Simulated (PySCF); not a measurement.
# TaCl₂: one geometry, several methods

How much do the numbers for TaCl₂ (quartet) hang on the method? All levels run at one geometry, the PBE0 minimum.

The runs use PySCF 2.14.0; several methods, basis Ta def2-SVP with ECP60, Cl def2-SVP, scalar-relativistic core potentials, no spin–orbit coupling, density fitting.

### 1 The starting structure

3 atoms, charge 0, spin multiplicity 4.

Bond lengths: Ta1–Cl2 2.306 Å, Ta1–Cl3 2.306 Å. Angles: Cl2–Ta1–Cl3 180.0°.

```xyz
3
charge 0 multiplicity 4
Ta    0.0000    0.0000    0.0000
Cl    2.3064    0.0000    0.0000
Cl   -2.3064    0.0000    0.0000
```

### 2 Real-space pictures of the lowest minimum

The plane holds Ta1 at (0.00, 0.00), Cl2 at (2.31, 0.00), Cl3 at (-2.31, 0.00) Å. Columns run from x = -4.35 to 4.65 Å, rows from y = 2.25 (top) to -1.95 Å, in steps of 0.3 Å. Electrons inside core potentials are absent.

Density (cut at 5 e/Å³):

Ten steps from '0' (0.000 e/Å³) to '9' (5.000 e/Å³), finer at the low end (step k begins (100^(k/10) - 1)/99 of the way up):
```
0000000000000000000000000000000
0000000000000011000000000000000
0000011111111111111111111000000
0000122222112233221122222100000
0001234443323455432334443210000
0012456765434688643456765421000
0013578877546999964577887531000
0023679997657922975679997632000
0023679997657922975679997632000
0013578877546999964577887531000
0012456765434688643456765421000
0001234443323455432334443210000
0000122222112233221122222100000
0000011111111111111111111000000
0000000000000011000000000000000
```

ELF (0 where the density is under 0.005 e/Å³):

Ten even steps from '0' (0.00) to '9' (0.90):
```
0000000000012444421000000000000
0000012210013566531001221000000
0001345543113566531134554310000
0024567775312466421357776542000
0135789988511466411588998753100
0257999999711588511799999975200
0368992149714899841794129986300
1468947818828900982881874986410
1468947818828900982881874986410
0368992149714899841794129986300
0257999999711588511799999975200
0135789988511466411588998753100
0024567775312466421357776542000
0001345543113566531134554310000
0000012210013566531001221000000
```

Electrostatic potential (cut at 20 V):

Ten steps from '0' (-0.29 V) to '9' (20.00 V), finer at the low end (step k begins (100^(k/10) - 1)/99 of the way up):
```
1100001122334444443322110000111
0000000122344555544322100000001
0000001223455666655432210000000
0000134444567777776544443100000
0002467766678999987666776420000
0014689998789999998789998641000
0025899999899999999899999852000
0036999999999999999999999963000
0036999999999999999999999963000
0025899999899999999899999852000
0014689998789999998789998641000
0002467766678999987666776420000
0000134444567777776544443100000
0000001223455666655432210000000
0000000122344555544322100000001
```

Values on the line from Ta1 (at 0) through Cl2 (at 2.306 Å):

```
distance (Å)  density (e/Å³)    ELF  electrostatic potential (V)  spin density (e/Å³)
       -0.81            1.59  0.673                           39                0.191
        0.92           0.947  0.382                           27                 0.11
        1.15            0.63  0.319                         15.8               0.0362
        1.38           0.956   0.78                         16.1               0.0111
        1.61            1.68  0.795                         33.5             -0.00375
        1.85            2.61    0.1                         94.6             -0.00932
        2.08              44  0.853                          352             -0.00621
        2.42             182  0.505                     1.12e+03               -0.047
        2.65            7.64  0.287                          169             -0.00111
        2.88            1.89  0.497                         54.1              -0.0059
        3.11            1.04  0.901                         18.3             -0.00405
        3.34           0.427  0.867                         6.09             -0.00212
        3.57            0.17  0.734                         1.82             -0.00118
```

Making the fields took 0.9 s on 2 threads of Intel Xeon 6975P-C (Granite Rapids), shared host.

### 3 PBE0

The steps are one call of a driver around PySCF; scf.py gives each level's set-up. Each SCF starts from the density of the minimum. The driver also runs the species with one electron less or more at the same geometry; their logs are not shown.

Contents of scf.py:

```python
from pyscf import gto, scf, dft
mol = gto.M(atom='''
Ta     0.000000     0.000000     0.000000
Cl     2.306431     0.000000     0.000000
Cl    -2.306431     0.000000     0.000000''',
    basis={'Ta': 'def2-SVP', 'Cl': 'def2-SVP'},
    ecp={'Ta': 'def2-SVP'},
    charge=0, spin=3)
mf = dft.UKS(mol, xc='PBE0')
mf.grids.atom_grid = (75, 302)
aux = {'Ta': 'def2-universal-JKFIT', 'Cl': 'def2-universal-JKFIT'}
mf = mf.density_fit(auxbasis=aux)
mf.conv_tol = 1e-08
mf.diis_space = 10
mf.max_cycle = 60
mf.verbose = 4
mf.kernel()
```

The run is started by

```console
> OMP_NUM_THREADS=2 python axn.py task.json out
```

Log:

```text
init E= -976.857508396165
[... the frontier-level lines of each cycle are left out ...]
cycle= 1 E= -976.857508396164  delta_E= 4.55e-13  |g|= 2.39e-06  |ddm|= 5.65e-06
Extra cycle  E= -976.857508396156  delta_E= 7.73e-12  |g|= 3.94e-06  |ddm|= 8.49e-06
converged SCF energy = -976.857508396156  <S^2> = 3.7625027  2S+1 = 4.0062464
```

This level, with the species of one electron less or more, took 1.2 s.

```
energy                        : -976.857508 Eh
one electron less (charge +1) : -976.545504 Eh (triplet, ⟨S²⟩ 2.02)
one electron more (charge -1) : -976.900379 Eh (triplet, ⟨S²⟩ 2.02)
Mulliken charge of Ta1        : +0.56 e
```

### 4 HF

scf.py, as its differences from that of step 3:

```diff
@@ -9,2 +9 @@
-mf = dft.UKS(mol, xc='PBE0')
-mf.grids.atom_grid = (75, 302)
+mf = scf.UHF(mol)
```

Log:

```text
init E= -975.188320155421
[... the frontier-level lines of each cycle are left out ...]
cycle= 1 E= -975.207158184189  delta_E= -0.0188  |g|= 0.0513  |ddm|= 0.301
cycle= 2 E= -975.209242815433  delta_E= -0.00208  |g|= 0.0228  |ddm|= 0.12
cycle= 3 E= -975.209684952186  delta_E= -0.000442  |g|= 0.00777  |ddm|= 0.036
cycle= 4 E= -975.209801550854  delta_E= -0.000117  |g|= 0.00185  |ddm|= 0.0308
cycle= 5 E= -975.209809307592  delta_E= -7.76e-06  |g|= 0.000708  |ddm|= 0.00751
cycle= 6 E= -975.209810569816  delta_E= -1.26e-06  |g|= 0.000198  |ddm|= 0.0035
cycle= 7 E= -975.209810669282  delta_E= -9.95e-08  |g|= 4.77e-05  |ddm|= 0.00104
cycle= 8 E= -975.209810673136  delta_E= -3.85e-09  |g|= 1.66e-05  |ddm|= 0.000149
Extra cycle  E= -975.209810673591  delta_E= -4.55e-10  |g|= 9.69e-06  |ddm|= 2.82e-05
converged SCF energy = -975.209810673591  <S^2> = 3.7652657  2S+1 = 4.0076256
```

This level, with the species of one electron less or more, took 0.6 s.

| Property | Result |
| --- | --- |
| energy | -975.209811 Eh |
| one electron less (charge +1) | -974.906078 Eh (triplet, ⟨S²⟩ 2.02) |
| one electron more (charge -1) | -975.209216 Eh (triplet, ⟨S²⟩ 2.08) |
| Mulliken charge of Ta1 | +0.84 e |

### 5 PBE

scf.py, as its differences from that of step 4:

```diff
@@ -9 +9,2 @@
-mf = scf.UHF(mol)
+mf = dft.UKS(mol, xc='PBE')
+mf.grids.atom_grid = (75, 302)
```

Log:

```text
init E= -976.816470927316
[... the frontier-level lines of each cycle are left out ...]
cycle= 1 E= -976.816691130415  delta_E= -0.00022  |g|= 0.064  |ddm|= 0.186
cycle= 2 E= -976.802683593891  delta_E= 0.014  |g|= 0.155  |ddm|= 0.29
cycle= 3 E= -976.819513940438  delta_E= -0.0168  |g|= 0.00193  |ddm|= 0.206
cycle= 4 E= -976.819516087164  delta_E= -2.15e-06  |g|= 0.000704  |ddm|= 0.00363
cycle= 5 E= -976.819516348467  delta_E= -2.61e-07  |g|= 0.000158  |ddm|= 0.00082
cycle= 6 E= -976.819516367372  delta_E= -1.89e-08  |g|= 1.91e-05  |ddm|= 0.000233
cycle= 7 E= -976.819516367567  delta_E= -1.95e-10  |g|= 1.68e-06  |ddm|= 2.98e-05
Extra cycle  E= -976.819516367568  delta_E= -1.36e-12  |g|= 1.52e-06  |ddm|= 5e-06
converged SCF energy = -976.819516367568  <S^2> = 3.7642726  2S+1 = 4.00713
```

This level, with the species of one electron less or more, took 3.3 s.

```
energy                        : -976.819516 Eh
one electron less (charge +1) : -976.517043 Eh (triplet, ⟨S²⟩ 2.02)
one electron more (charge -1) : -976.863986 Eh (triplet, ⟨S²⟩ 2.02)
Mulliken charge of Ta1        : +0.44 e
```

### 6 B3LYP

scf.py, as its differences from that of step 5:

```diff
@@ -9 +9 @@
-mf = dft.UKS(mol, xc='PBE')
+mf = dft.UKS(mol, xc='B3LYP')
```

Log:

```text
init E= -977.213552073523
[... the frontier-level lines of each cycle are left out ...]
cycle= 1 E= -977.214230402797  delta_E= -0.000678  |g|= 0.00942  |ddm|= 0.0979
cycle= 2 E= -977.214226708624  delta_E= 3.69e-06  |g|= 0.0106  |ddm|= 0.0244
cycle= 3 E= -977.214283341342  delta_E= -5.66e-05  |g|= 0.00284  |ddm|= 0.0147
cycle= 4 E= -977.214288937603  delta_E= -5.6e-06  |g|= 0.000403  |ddm|= 0.00441
cycle= 5 E= -977.214289231136  delta_E= -2.94e-07  |g|= 9.32e-05  |ddm|= 0.00139
cycle= 6 E= -977.214289240042  delta_E= -8.91e-09  |g|= 2.66e-05  |ddm|= 0.000186
Extra cycle  E= -977.214289240224  delta_E= -1.82e-10  |g|= 2.66e-05  |ddm|= 8.54e-05
converged SCF energy = -977.214289240224  <S^2> = 3.7572927  2S+1 = 4.0036447
```

This level, with the species of one electron less or more, took 2.7 s on 2 threads of Intel Xeon 6975P-C (Granite Rapids), shared host.

- energy: -977.214289 Eh
- one electron less (charge +1): -976.909038 Eh (triplet, ⟨S²⟩ 2.01)
- one electron more (charge -1): -977.265563 Eh (triplet, ⟨S²⟩ 2.02)
- Mulliken charge of Ta1: +0.52 e

### 7 r2SCAN

scf.py, as its differences from that of step 6:

```diff
@@ -9,2 +9,2 @@
-mf = dft.UKS(mol, xc='B3LYP')
-mf.grids.atom_grid = (75, 302)
+mf = dft.UKS(mol, xc='R2SCAN')
+mf.grids.atom_grid = (90, 434)
```

Log:

```text
init E= -977.147704010858
[... the frontier-level lines of each cycle are left out ...]
cycle= 1 E= -977.148284293703  delta_E= -0.00058  |g|= 0.0213  |ddm|= 0.128
cycle= 2 E= -977.14722584692  delta_E= 0.00106  |g|= 0.0447  |ddm|= 0.0823
cycle= 3 E= -977.148582541369  delta_E= -0.00136  |g|= 0.0016  |ddm|= 0.0575
cycle= 4 E= -977.14858398134  delta_E= -1.44e-06  |g|= 0.000117  |ddm|= 0.00165
cycle= 5 E= -977.148583989778  delta_E= -8.44e-09  |g|= 4.82e-05  |ddm|= 0.0003
Extra cycle  E= -977.148583990456  delta_E= -6.78e-10  |g|= 3.51e-05  |ddm|= 0.000148
converged SCF energy = -977.148583990456  <S^2> = 3.7655502  2S+1 = 4.0077675
```

This level, with the species of one electron less or more, took 7.9 s.

| Quantity | Value |
| --- | --- |
| energy | -977.148584 Eh |
| one electron less (charge +1) | -976.837441 Eh (triplet, ⟨S²⟩ 2.02) |
| one electron more (charge -1) | -977.184310 Eh (triplet, ⟨S²⟩ 2.05) |
| Mulliken charge of Ta1 | +0.57 e |

### 8 TPSSh

scf.py, as its differences from that of step 7:

```diff
@@ -9 +9 @@
-mf = dft.UKS(mol, xc='R2SCAN')
+mf = dft.UKS(mol, xc='TPSSH')
```

Log:

```text
init E= -977.192855423404
[... the frontier-level lines of each cycle are left out ...]
cycle= 1 E= -977.193218962893  delta_E= -0.000364  |g|= 0.00681  |ddm|= 0.0618
cycle= 2 E= -977.1931622142  delta_E= 5.67e-05  |g|= 0.0114  |ddm|= 0.0219
cycle= 3 E= -977.193244564013  delta_E= -8.23e-05  |g|= 0.00143  |ddm|= 0.0157
cycle= 4 E= -977.19324595581  delta_E= -1.39e-06  |g|= 0.000167  |ddm|= 0.00214
cycle= 5 E= -977.193245973521  delta_E= -1.77e-08  |g|= 2.51e-05  |ddm|= 0.000297
cycle= 6 E= -977.193245973979  delta_E= -4.58e-10  |g|= 2.32e-06  |ddm|= 3.61e-05
Extra cycle  E= -977.193245973987  delta_E= -7.96e-12  |g|= 1.14e-06  |ddm|= 6.96e-06
converged SCF energy = -977.193245973987  <S^2> = 3.7620397  2S+1 = 4.0060154
```

This level, with the species of one electron less or more, took 6.9 s.

```
energy                        : -977.193246 Eh
one electron less (charge +1) : -976.888320 Eh (triplet, ⟨S²⟩ 2.01)
one electron more (charge -1) : -977.234896 Eh (triplet, ⟨S²⟩ 2.02)
Mulliken charge of Ta1        : +0.56 e
```

### 9 r2SCAN0

scf.py, as its differences from that of step 8:

```diff
@@ -9 +9 @@
-mf = dft.UKS(mol, xc='TPSSH')
+mf = dft.UKS(mol, xc='HYB_MGGA_XC_R2SCAN0')
```

Log:

```text
init E= -977.093916288131
[... the frontier-level lines of each cycle are left out ...]
cycle= 1 E= -977.094749045645  delta_E= -0.000833  |g|= 0.0129  |ddm|= 0.102
cycle= 2 E= -977.09464418324  delta_E= 0.000105  |g|= 0.0185  |ddm|= 0.0495
cycle= 3 E= -977.09486765813  delta_E= -0.000223  |g|= 0.000997  |ddm|= 0.0242
cycle= 4 E= -977.094868389519  delta_E= -7.31e-07  |g|= 0.000318  |ddm|= 0.00294
cycle= 5 E= -977.094868476458  delta_E= -8.69e-08  |g|= 4.74e-05  |ddm|= 0.000962
cycle= 6 E= -977.094868480162  delta_E= -3.7e-09  |g|= 1.64e-05  |ddm|= 0.00014
Extra cycle  E= -977.094868480556  delta_E= -3.94e-10  |g|= 7.41e-06  |ddm|= 3.8e-05
converged SCF energy = -977.094868480556  <S^2> = 3.7628609  2S+1 = 4.0064253
```

This level, with the species of one electron less or more, took 7 s.

* energy: -977.094868 Eh
* one electron less (charge +1): -976.776807 Eh (triplet, ⟨S²⟩ 2.02)
* one electron more (charge -1): -977.132425 Eh (triplet, ⟨S²⟩ 2.05)
* Mulliken charge of Ta1: +0.63 e

### 10 PBEsol

scf.py, as its differences from that of step 9:

```diff
@@ -9,2 +9,2 @@
-mf = dft.UKS(mol, xc='HYB_MGGA_XC_R2SCAN0')
-mf.grids.atom_grid = (90, 434)
+mf = dft.UKS(mol, xc='PBEsol')
+mf.grids.atom_grid = (75, 302)
```

Log:

```text
init E= -975.346952995858
[... the frontier-level lines of each cycle are left out ...]
cycle= 1 E= -975.347148766718  delta_E= -0.000196  |g|= 0.0779  |ddm|= 0.213
cycle= 2 E= -975.327807244637  delta_E= 0.0193  |g|= 0.185  |ddm|= 0.331
cycle= 3 E= -975.351117849445  delta_E= -0.0233  |g|= 0.00555  |ddm|= 0.242
cycle= 4 E= -975.351134077765  delta_E= -1.62e-05  |g|= 0.00138  |ddm|= 0.0102
cycle= 5 E= -975.351135156903  delta_E= -1.08e-06  |g|= 0.00029  |ddm|= 0.00252
cycle= 6 E= -975.351135219054  delta_E= -6.22e-08  |g|= 1.32e-05  |ddm|= 0.000365
cycle= 7 E= -975.351135219182  delta_E= -1.28e-10  |g|= 4.19e-06  |ddm|= 3.01e-05
Extra cycle  E= -975.351135219172  delta_E= 9.78e-12  |g|= 5.91e-06  |ddm|= 1.42e-05
converged SCF energy = -975.351135219172  <S^2> = 3.7663437  2S+1 = 4.0081635
```

This level, with the species of one electron less or more, took 3.3 s on 2 threads of Intel Xeon 6975P-C (Granite Rapids), shared host.

```
energy                        : -975.351135 Eh
one electron less (charge +1) : -975.048103 Eh (triplet, ⟨S²⟩ 2.02)
one electron more (charge -1) : -975.395756 Eh (triplet, ⟨S²⟩ 2.02)
Mulliken charge of Ta1        : +0.41 e
```

### 11 Comparison of the levels

| level | atomisation energy (kJ/mol) | vertical ionisation energy (eV) | vertical electron affinity (eV) | −ε(HOMO) (eV) | gap (eV) | wall time |
| --- | --- | --- | --- | --- | --- | --- |
| PBE0 | 953 | 8.49 | 1.17 | 6.22 | 3.42 | 1.2 s |
| HF | 749 | 8.26 | -0.02 | 9.69 | 10.06 | 0.6 s |
| PBE | 979 | 8.23 | 1.21 | 4.75 | 1.10 | 3.3 s |
| B3LYP | 904 | 8.31 | 1.40 | 5.78 | 2.51 | 2.7 s |
| r2SCAN | – | 8.47 | 0.97 | 5.19 | 1.75 | 7.9 s |
| TPSSh | 961 | 8.30 | 1.13 | 5.40 | 1.87 | 6.9 s |
| r2SCAN0 | – | 8.65 | 1.02 | 6.52 | 4.06 | 7 s |
| PBEsol | – | 8.25 | 1.21 | 4.73 | 1.08 | 3.3 s |

Times are for 2 threads of Intel Xeon 6975P-C (Granite Rapids), shared host; PBE0 starts from its own converged density, so its time is not comparable. A dash stands where a species or a free atom was not run at that level, or the quantity is not defined.

Atomisation goes to high-spin atoms in their ground configurations, run at the same level, without zero-point energy.

### 12 What came out

| quantity | value |
| --- | --- |
| atomisation energy, range | 749 (HF) to 979 (PBE) kJ/mol |
| vertical ionisation energy, range | 8.23 (PBE) to 8.65 (r2SCAN0) eV |
| vertical electron affinity, range | -0.02 (HF) to 1.40 (B3LYP) eV |
| orbital gap, range | 1.08 (PBEsol) to 10.06 (HF) eV |

What this shows: The atomisation energy spreads over 230 kJ/mol, from HF to PBE; without a CCSD(T) value for it there is no yardstick here. Without diffuse functions electron affinities tend to come out too low. Open d and f shells are described by one determinant, and the ground state may have another occupation or spin. Spin–orbit coupling, left out here, can matter for elements this heavy.
